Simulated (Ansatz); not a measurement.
**CH6CuN: an energy map over bond length C1–H6 and angle H6–C1–H4**

How does the energy of CH6CuN, SMILES [CH3][Cu-][NH3+] change over two coordinates at once? A grid of runs gives the map.

Method: RKS PBE0-D4/def2-SVP; program: Ansatz 0.2.0.

### Step 1. Where the work starts

SMILES `[CH3][Cu-][NH3+]`, 9 atoms, charge 0, spin multiplicity 1.

Atoms are counted from 1 here; the program's logs count them from 0.

Bond lengths: C1–Cu2 1.896 Å, C1–H4 1.113 Å, C1–H5 1.113 Å, C1–H6 1.113 Å, Cu2–N3 1.974 Å, N3–H7 1.032 Å, N3–H8 1.032 Å, N3–H9 1.032 Å. Angles: Cu2–C1–H4 112.0°, Cu2–C1–H5 111.3°, Cu2–C1–H6 111.8°, H4–C1–H5 107.1°, H4–C1–H6 107.2°, H5–C1–H6 107.1°, C1–Cu2–N3 179.3°, Cu2–N3–H7 111.8°, Cu2–N3–H8 112.7°, Cu2–N3–H9 112.4°, H7–N3–H8 106.5°, H7–N3–H9 106.5°, H8–N3–H9 106.5°.

As a file:

```mol
CH6CuN
  3D, bonds by distance, orders not assigned

  9  8  0  0  0  0  0  0  0  0999 V2000
   -0.8959    1.3324   -1.0470 C   0  0
   -0.0169    0.0092   -0.0125 Cu  0  0
    0.9211   -1.3599    1.0571 N   0  0
   -1.7573    0.9135   -1.6136 H   0  0
   -0.2051    1.7894   -1.7907 H   0  0
   -1.2893    2.1590   -0.4137 H   0  0
    1.9009   -1.4760    0.7550 H   0  0
    0.4808   -2.2904    0.9873 H   0  0
    0.9502   -1.1234    2.0610 H   0  0
  1  2  8  0
  1  4  8  0
  1  5  8  0
  1  6  8  0
  2  3  8  0
  3  7  8  0
  3  8  8  0
  3  9  8  0
M  END
```

This geometry comes from a loose relaxation at PBE in a small basis, which is not shown.

### Step 3. The grid

- bond length C1–H6: 15 values from 0.950 to 1.547 Å
- angle H6–C1–H4: 15 values from 62.0 to 152.0 °

Nothing else is relaxed (all other coordinates rigid). Energies count from the relaxed molecule at the same level. Points are written as (first, second).

(The set-up runs are not shown.)

### Step 4. Point (1.249 Å, 74.9°)

The input, input.yaml:

```yaml
crystal:
  periodic: [false, false, false]
  atoms:
    - { symbol: C, position_ang: [-0.894481, 1.334281, -1.048704] }
    - { symbol: Cu, position_ang: [-0.002042, 0.011637, -0.014994] }
    - { symbol: "N", position_ang: [0.927019, -1.363913, 1.060029] }
    - { symbol: H, position_ang: [-1.750376, 0.911794, -1.605318] }
    - { symbol: H, position_ang: [-0.221022, 1.796925, -1.792541] }
    - { symbol: H, position_ang: [-1.884055, 2.000422, -0.678566] }
    - { symbol: H, position_ang: [1.897112, -1.486785, 0.765689] }
    - { symbol: H, position_ang: [0.475897, -2.276888, 0.98399] }
    - { symbol: H, position_ang: [0.946109, -1.124028, 2.052454] }
basis:
  gaussian: { orbitals: def2-SVP }
hamiltonian:
  xc: pbe0
  dispersion: d4
output:
  forces: true
```

Launch:

```sh
$ ansatz run input.yaml --threads 1 --pin off --max-ram 2560MiB --backend cpu --events-out ev --progress --plain --runs-dir out
```

The session goes on with these runs: the other points that were computed.

Before running it: what results should come out? Wanted: lowest point; highest computed point; dipole moment.

The runs gave:

| quantity | value |
| --- | --- |
| lowest point | (1.121 Å, 107.0°), 0.10 kcal/mol |
| highest computed point | (1.547 Å, 152.0°), 60.8 kcal/mol above the lowest |
| dipole moment (D) | 6.63 at (0.950 Å, 132.8°) to 7.45 at (1.547 Å, 68.5°); 6.76 at the lowest point |
| time for the whole task | 27 min on 1 thread, shared host |

In words: The lowest computed point is at (1.121 Å, 107.0°), 0.10 kcal/mol from the relaxed molecule at the same level. The grid is coarse, so the lowest point of the scanned range may lie between grid points; coordinates that were held can hide deeper minima. The grid shows no well of another kind. The highest computed point, (1.547 Å, 152.0°), lies 60.8 kcal/mol above the lowest. Round the minimum the two coordinates are nearly uncoupled.
